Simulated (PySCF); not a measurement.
# GeH₇NSSi: NMR shifts at several levels of theory, part 2 of 2

PySCF 2.14.0. Atoms count from 0. The steps go on from the part before.

## Step 9: Nuclear shieldings: KT3/pcSseg-2

The job: settings as JSON, then the geometry in Å.

```
{"job": {"kind": "nmr", "xc": "KT3", "basis": "pcSseg-2", "pop": false}, "charge": 0, "multiplicity": 1}
Si    -1.362546     0.755888     0.907123
N     -0.416783    -0.101770    -0.277024
Ge     0.940328    -1.277233     0.082229
S      2.631695    -0.317806     1.182841
H     -1.348224    -0.071225     2.149734
H     -0.844857     2.122623     1.235253
H     -2.767777     0.917180     0.420054
H     -0.415260     0.257142    -1.227595
H      1.413824    -1.825848    -1.274155
H      0.447210    -2.367315     1.042531
H      2.912547     0.556365     0.192911
```

With the program's defaults for keys left out, this is: GIAO KT3/pcSseg-2 NMR shielding, non-relativistic, gas phase.

The log of the run:

```text
coarse grid: 42568 points
cycle   1  E = -2837.6831048073  dE = -5.807e-01  |g| = 8.275e-01  |ddm| = 2.393e+00
cycle   2  E = -2837.3979527536  dE =  2.852e-01  |g| = 1.371e+00  |ddm| = 1.397e+00
cycle   3  E = -2837.7622516381  dE = -3.643e-01  |g| = 2.641e-01  |ddm| = 1.103e+00
cycle   4  E = -2837.7758414273  dE = -1.359e-02  |g| = 1.401e-01  |ddm| = 2.881e-01
cycle   5  E = -2837.7800221500  dE = -4.181e-03  |g| = 2.109e-02  |ddm| = 1.261e-01
cycle   6  E = -2837.7801174376  dE = -9.529e-05  |g| = 6.899e-03  |ddm| = 2.473e-02
cycle   7  E = -2837.7801285389  dE = -1.110e-05  |g| = 2.085e-03  |ddm| = 8.250e-03
cycle   8  E = -2837.7801296421  dE = -1.103e-06  |g| = 5.847e-04  |ddm| = 2.519e-03
final grid: 85312 points
cycle   9  E = -2837.7801612603  dE = -1.421e-08  |g| = 7.989e-04  |ddm| = 2.511e-03
cycle  10  E = -2837.7801610370  dE =  2.233e-07  |g| = 1.163e-03  |ddm| = 2.150e-03
cycle  11  E = -2837.7801614333  dE = -3.963e-07  |g| = 1.382e-04  |ddm| = 1.342e-03
cycle  12  E = -2837.7801614358  dE = -2.497e-09  |g| = 1.354e-05  |ddm| = 9.318e-05
cycle  13  E = -2837.7801614358  dE = -2.183e-11  |g| = 5.285e-06  |ddm| = 1.586e-05
converged SCF energy = -2837.7801614358

GIAO shielding tensors (ppm)
atom      isotropic    diamagn.    paramagn.     s11        s22        s33       span
  0 Si     409.241     879.553    -470.312    369.858    381.588    476.278    106.420
  1 N      232.168     318.969     -86.801    213.296    224.903    258.306     45.010
  2 Ge    1370.982    2760.994   -1390.012   1184.123   1415.201   1513.621    329.499
  3 S      660.132    1058.007    -397.875    544.677    659.962    775.758    231.081
  4 H       26.758      29.498      -2.740     23.707     25.519     31.049      7.342
  5 H       26.502      29.120      -2.619     22.743     24.919     31.843      9.100
  6 H       26.639      28.556      -1.917     23.204     24.612     32.099      8.895
  7 H       31.175      33.676      -2.501     22.860     28.856     41.808     18.948
  8 H       25.789      29.141      -3.352     18.725     21.789     36.853     18.128
  9 H       26.184      29.184      -3.000     19.641     22.008     36.904     17.263
 10 H       31.040      31.057      -0.017     23.924     28.321     40.874     16.950
```

It took 73 s on 1 thread of Arm Neoverse N1, shared host; peak memory 1.1 GiB.

In short: δ Si0 -51.0, N1 26.5, Ge2 -36, S3 -134, H8 5.37, H4 4.72 ppm (means over like atoms).

## Step 10: NMR shieldings: B97-D/pcSseg-2

Settings changed since step 9:

```diff
@@ -1,2 +1,2 @@
-{"job": {"kind": "nmr", "xc": "KT3", "basis": "pcSseg-2", "pop": false}, "charge": 0, "multiplicity": 1}
+{"job": {"kind": "nmr", "xc": "B97-D", "basis": "pcSseg-2", "pop": false}, "charge": 0, "multiplicity": 1}
 Si    -1.362546     0.755888     0.907123
```

Method: GIAO B97-D/pcSseg-2 NMR shielding, non-relativistic, gas phase.

The log of the run:

```text
coarse grid: 42568 points
cycle   1  E = -2824.7068458929  dE = -5.814e-01  |g| = 1.053e+00  |ddm| = 2.410e+00
cycle   2  E = -2824.3701604425  dE =  3.367e-01  |g| = 1.684e+00  |ddm| = 1.372e+00
cycle   3  E = -2824.7930866255  dE = -4.229e-01  |g| = 3.348e-01  |ddm| = 1.119e+00
cycle   4  E = -2824.8149378497  dE = -2.185e-02  |g| = 1.678e-01  |ddm| = 3.067e-01
cycle   5  E = -2824.8199055767  dE = -4.968e-03  |g| = 2.644e-02  |ddm| = 1.273e-01
cycle   6  E = -2824.8200759985  dE = -1.704e-04  |g| = 8.317e-03  |ddm| = 3.483e-02
cycle   7  E = -2824.8200958724  dE = -1.987e-05  |g| = 1.953e-03  |ddm| = 1.042e-02
cycle   8  E = -2824.8200968935  dE = -1.021e-06  |g| = 5.945e-04  |ddm| = 2.454e-03
final grid: 85312 points
cycle   9  E = -2824.8201806666  dE = -7.536e-08  |g| = 9.365e-04  |ddm| = 2.918e-03
cycle  10  E = -2824.8201802939  dE =  3.727e-07  |g| = 1.525e-03  |ddm| = 2.267e-03
cycle  11  E = -2824.8201808981  dE = -6.042e-07  |g| = 2.375e-04  |ddm| = 1.336e-03
cycle  12  E = -2824.8201809106  dE = -1.249e-08  |g| = 3.069e-05  |ddm| = 1.707e-04
cycle  13  E = -2824.8201809108  dE = -2.201e-10  |g| = 1.035e-05  |ddm| = 4.104e-05
converged SCF energy = -2824.8201809108

GIAO shielding tensors (ppm)
atom      isotropic    diamagn.    paramagn.     s11        s22        s33       span
  0 Si     391.509     878.323    -486.815    351.667    363.969    458.890    107.223
  1 N      228.631     320.244     -91.613    207.460    221.976    256.456     48.997
  2 Ge    1300.354    2758.684   -1458.329   1101.407   1352.620   1447.036    345.629
  3 S      629.818    1057.246    -427.428    505.700    630.284    753.470    247.770
  4 H       26.726      29.437      -2.711     23.699     25.481     30.999      7.301
  5 H       26.469      29.102      -2.634     22.729     24.903     31.774      9.045
  6 H       26.611      28.602      -1.990     23.191     24.602     32.042      8.851
  7 H       31.130      33.871      -2.740     22.965     28.872     41.554     18.589
  8 H       25.587      28.760      -3.172     18.496     21.610     36.655     18.159
  9 H       25.990      28.748      -2.758     19.423     21.842     36.705     17.282
 10 H       31.013      31.050      -0.038     24.014     28.408     40.616     16.602
```

Wall time 73 s (1 thread of Arm Neoverse N1, shared host); peak memory 1.1 GiB.

This run: δ Si0 -55.0, N1 29.3, Ge2 -36, S3 -126, H8 5.61, H4 4.79 ppm (means over like atoms).

## Step 11: NMR shieldings: B3LYP/pcSseg-2

Settings changed since step 10:

```diff
@@ -1,2 +1,2 @@
-{"job": {"kind": "nmr", "xc": "B97-D", "basis": "pcSseg-2", "pop": false}, "charge": 0, "multiplicity": 1}
+{"job": {"kind": "nmr", "xc": "B3LYP", "basis": "pcSseg-2", "pop": false}, "charge": 0, "multiplicity": 1}
 Si    -1.362546     0.755888     0.907123
```

With the program's defaults for keys left out, this is: GIAO B3LYP/pcSseg-2 NMR shielding, non-relativistic, gas phase.

The log of the run:

```text
coarse grid: 42568 points
cycle   1  E = -2823.7909656816  dE = -6.099e-01  |g| = 1.207e+00  |ddm| = 2.386e+00
cycle   2  E = -2823.6295400620  dE =  1.614e-01  |g| = 1.599e+00  |ddm| = 1.038e+00
cycle   3  E = -2823.8947263674  dE = -2.652e-01  |g| = 2.048e-01  |ddm| = 7.265e-01
cycle   4  E = -2823.9012523099  dE = -6.526e-03  |g| = 1.163e-01  |ddm| = 1.755e-01
cycle   5  E = -2823.9037507881  dE = -2.498e-03  |g| = 1.172e-02  |ddm| = 6.931e-02
cycle   6  E = -2823.9037765111  dE = -2.572e-05  |g| = 3.599e-03  |ddm| = 1.239e-02
cycle   7  E = -2823.9037798545  dE = -3.343e-06  |g| = 7.017e-04  |ddm| = 3.861e-03
final grid: 85312 points
cycle   8  E = -2823.9037870260  dE = -1.330e-08  |g| = 8.825e-04  |ddm| = 1.914e-03
cycle   9  E = -2823.9037868738  dE =  1.522e-07  |g| = 1.311e-03  |ddm| = 1.485e-03
cycle  10  E = -2823.9037871710  dE = -2.972e-07  |g| = 1.604e-04  |ddm| = 8.224e-04
cycle  11  E = -2823.9037871764  dE = -5.398e-09  |g| = 3.210e-05  |ddm| = 1.192e-04
cycle  12  E = -2823.9037871766  dE = -1.837e-10  |g| = 5.772e-06  |ddm| = 1.868e-05
converged SCF energy = -2823.9037871766

GIAO shielding tensors (ppm)
atom      isotropic    diamagn.    paramagn.     s11        s22        s33       span
  0 Si     380.668     876.986    -496.318    340.103    353.503    448.400    108.297
  1 N      232.626     320.277     -87.651    214.183    225.538    258.159     43.976
  2 Ge    1326.419    2755.444   -1429.025   1137.401   1374.011   1467.844    330.443
  3 S      638.057    1056.467    -418.410    511.119    634.312    768.741    257.623
  4 H       26.762      29.223      -2.461     23.649     25.529     31.107      7.458
  5 H       26.557      28.904      -2.346     22.819     24.994     31.859      9.041
  6 H       26.658      28.489      -1.831     23.202     24.604     32.168      8.966
  7 H       31.248      33.956      -2.707     22.894     28.850     42.000     19.106
  8 H       25.807      28.660      -2.853     18.699     21.720     37.002     18.303
  9 H       26.151      28.646      -2.495     19.539     21.883     37.030     17.491
 10 H       31.083      31.004       0.079     23.910     28.332     41.008     17.099
```

Wall time 63 s (1 thread of Arm Neoverse N1, shared host); peak memory 1.2 GiB.

Key values: δ Si0 -56.1, N1 25.9, Ge2 -33, S3 -146, H8 5.41, H4 4.73 ppm (means over like atoms).

## Step 12: Side by side: NMR shifts

Shifts (ppm) of some atoms, chosen among heavy atoms and hydrogens apart, means over like atoms, with basis size and wall time:

| run | H8 | H4 | H7 | Si0 | N1 | Ge2 | S3 | functions | time |
| --- | --- | --- | --- | --- | --- | --- | --- | --- | --- |
| HF/pcSseg-2 | 4.78 | 4.35 | -0.11 | -51.2 | 0.0 | -44 | -199 | 283 | 41 s |
| LDA/pcSseg-2 | 5.98 | 5.19 | 0.38 | -54.1 | 37.1 | -21 | -143 | 283 | 62 s |
| PBE/pcSseg-2 | 5.65 | 4.97 | 0.24 | -53.8 | 31.4 | -30 | -142 | 283 | 73 s |
| BLYP/pcSseg-2 | 5.61 | 4.87 | 0.25 | -59.0 | 35.2 | -36 | -121 | 283 | 73 s |
| BP86/pcSseg-2 | 5.69 | 4.96 | 0.26 | -53.8 | 30.3 | -29 | -137 | 283 | 73 s |
| OPBE/pcSseg-2 | 5.50 | 4.87 | 0.19 | -47.2 | 23.9 | -30 | -161 | 283 | 73 s |
| KT2/pcSseg-2 | 5.63 | 4.94 | 0.22 | -50.7 | 28.6 | -29 | -130 | 283 | 73 s |
| KT3/pcSseg-2 | 5.37 | 4.72 | 0.18 | -51.0 | 26.5 | -36 | -134 | 283 | 73 s |
| B97-D/pcSseg-2 | 5.61 | 4.79 | 0.27 | -55.0 | 29.3 | -36 | -126 | 283 | 73 s |
| B3LYP/pcSseg-2 | 5.41 | 4.73 | 0.14 | -56.1 | 25.9 | -33 | -146 | 283 | 63 s |

## Step 13: What came out

This closing draws on all 2 parts.

| quantity | value |
| --- | --- |
| 1H shifts against TMS (HF/pcSseg-2, means over atoms taken as alike) | 4.78, 4.35, 0.36, -0.11 ppm |
| 29Si shifts against TMS (HF/pcSseg-2) | -51.2 ppm |
| 15N shifts against NH3 (HF/pcSseg-2) | 0.0 ppm |
| 73Ge shifts against GeMe4 (HF/pcSseg-2) | -44 ppm |
| 33S shifts against CS2 (HF/pcSseg-2) | -199 ppm |
| range of the shift of S3 | -199 to -121 ppm |

In words: Single values in the summary come from the first sound run of each kind (HF/pcSseg-2), which need not be the best level. At HF/pcSseg-2: The largest span, 273 ppm, is at S3, where the paramagnetic term is -334 ppm. In ppm, S3 moves most: its shift spreads over 78 ppm, from -199 (HF/pcSseg-2) to -121 (BLYP/pcSseg-2). Spin-orbit coupling is left out, which matters for shieldings and couplings at and beside the heavy atoms.
